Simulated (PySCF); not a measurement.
**ZrHF: relaxation and vibrations of the singlet**

The task is one start of a wider search on ZrHF: the singlet, from a bent start. It is relaxed, tested by its Hessian and followed downhill if it is a saddle.

The runs use PySCF 2.14.0; PBE0, basis Zr def2-TZVP with ECP28, H def2-TZVP, F def2-TZVP, scalar-relativistic core potentials, no spin–orbit coupling, density fitting.

### Step 1. The starting structure

3 atoms, charge 0, spin multiplicity 1.

Bond lengths: Zr1–H2 1.860 Å, Zr1–F3 2.180 Å. Angles: H2–Zr1–F3 110.0°.

Coordinates in bohr (charge 0 multiplicity 1):
```
Zr    0.0000    0.0000    0.0000
H    -2.8792    0.0000    2.0161
F     3.3747    0.0000    2.3629
```

### Step 2. Finding the electronic state

One driver script runs all steps and calls PySCF; scf.py shows how it sets up the SCF of each step. The optimiser is the driver's own. After this first run the driver tries any further starts and a stability analysis.

scf.py

```python
from pyscf import gto, scf, dft
mol = gto.M(atom='''
Zr     0.000000     0.000000     0.000000
H     -1.523600     0.000000     1.066900
F      1.785800     0.000000     1.250400''',
    basis={'Zr': 'def2-TZVP', 'H': 'def2-TZVP', 'F': 'def2-TZVP'},
    ecp={'Zr': 'def2-TZVP'},
    charge=0, spin=0)
mf = dft.RKS(mol, xc='PBE0')
mf.grids.atom_grid = (50, 194)
aux = {'Zr': 'def2-universal-JKFIT', 'H': 'def2-universal-JKFIT', 'F': 'def2-universal-JKFIT'}
mf = mf.density_fit(auxbasis=aux)
mf.conv_tol = 1e-08
mf.diis_space = 10
mf.max_cycle = 60
mf.init_guess = 'minao'
mf.verbose = 4
mf.kernel()
```

On the command line:

```bash
$ OMP_NUM_THREADS=2 python axn.py task.json out
```

After this run come: Relaxation: bent start, singlet; Hessian and properties; A spin-polarised start; Is it a minimum? Harmonic modes.

What does the calculation give? Wanted: minimum; geometry; wavenumbers; dipole moment; highest occupied, lowest empty level; polar-tensor charge of Zr1; zero-point energy; atomisation energy; ⟨S²⟩.

The runs gave:

```
                                          quantity                                      value
                                           minimum               broken-symmetry (Ms = 0), Cs
                                          geometry  Zr–F 1.885 Å, Zr–H 1.850 Å; F–Zr–H 116.9°
                                wavenumbers (cm⁻¹)                             393, 670, 1659
                                     dipole moment                                     2.26 D
highest occupied, lowest empty level (either spin)                            -5.20, -2.08 eV
                        polar-tensor charge of Zr1                                    +0.95 e
                                 zero-point energy                                16.3 kJ/mol
                               entropy at 298.15 K                            259.5 J/(mol K)
         atomisation energy (no zero-point energy)                                 902 kJ/mol
                                              ⟨S²⟩                                      0.933
```

In words: The bent start keeps its Cs symmetry and ends in a minimum. The determinant is spin-contaminated (⟨S²⟩ = 0.93 against 0.00), so it is no pure spin state. The strongest infrared band lies at 1659 cm⁻¹ (stretch). The first SCF alone would have been 66 kJ/mol too high. Other starts or spin states, not run here, may lie lower. The SCF density has lower symmetry than the nuclear frame.
